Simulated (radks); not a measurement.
# Mo⁴⁺ in [Kr] 4d1 5d1: an all-electron calculation

One table from this session's results is given with a row withheld; the runs are named, their logs left out.

The numbers are computed with radks (a radial shooting solver on a logarithmic mesh, Libxc functionals) version 1 (Dirac Kohn-Sham, BLYP, spin-unpolarised, spherical densities, finite nucleus; open shells fill j = l - 1/2 first), except any that are marked as measured or tabulated.

## Starting point

* element: molybdenum (Z = 42)
* charge: +4
* electrons: 38
* configuration: [Kr] 4d1 5d1
* nuclear rms radius: 4.4091 fm

Set-up of the first run:

Input:

```text
Z 42
configuration [Kr] 4d1 5d1
relativity Dirac
functional b88,lyp
spin unpolarised
j_filling energy
nucleus finite rms 4.4091 fm
c 137.035999084
```

Started as:

```sh
python run_ks.py task.json out
```

All runs below come from this command, one after another.

One table of the session follows, with a row left open; its other results are not shown here.

It belongs to the step «Shells». Radial moments (bohr):

| level | <r> | outermost maximum (interpolated) | 90 % within | nodes |
| --- | --- | --- | --- | --- |
| 1s1/2 | 0.03517 | 0.0229 | 0.0630 | 0 |
| 2s1/2 | 0.1534 | 0.130 | 0.237 | 1 |
| 2p1/2 | ? | ? | ? | ? |
| 2p3/2 | 0.1353 | 0.105 | 0.220 | 0 |
| 3s1/2 | 0.4286 | 0.384 | 0.634 | 2 |
| 3p1/2 | 0.4232 | 0.371 | 0.640 | 1 |
| 3p3/2 | 0.4337 | 0.380 | 0.656 | 1 |
| 3d3/2 | 0.4127 | 0.321 | 0.660 | 0 |
| 3d5/2 | 0.4162 | 0.323 | 0.665 | 0 |
| 4s1/2 | 1.078 | 0.979 | 1.56 | 3 |
| 4p1/2 | 1.161 | 1.04 | 1.70 | 2 |
| 4p3/2 | 1.186 | 1.06 | 1.74 | 2 |
| 4d3/2 | 1.464 | 1.24 | 2.22 | 1 |
| 4d5/2 | 1.473 | 1.25 | 2.23 | 1 |
| 5d3/2 | 3.517 | 3.35 | 5.03 | 2 |
| 5d5/2 | 3.530 | 3.37 | 5.04 | 2 |

Q: Estimate the row for 2p1/2 from the others.

The run gave: <r>: 0.1307; outermost maximum (interpolated): 0.101; 90 % within: 0.214; nodes: 0. In the column «<r>» it lies between 1s1/2 (0.03517) and 2p3/2 (0.1353).
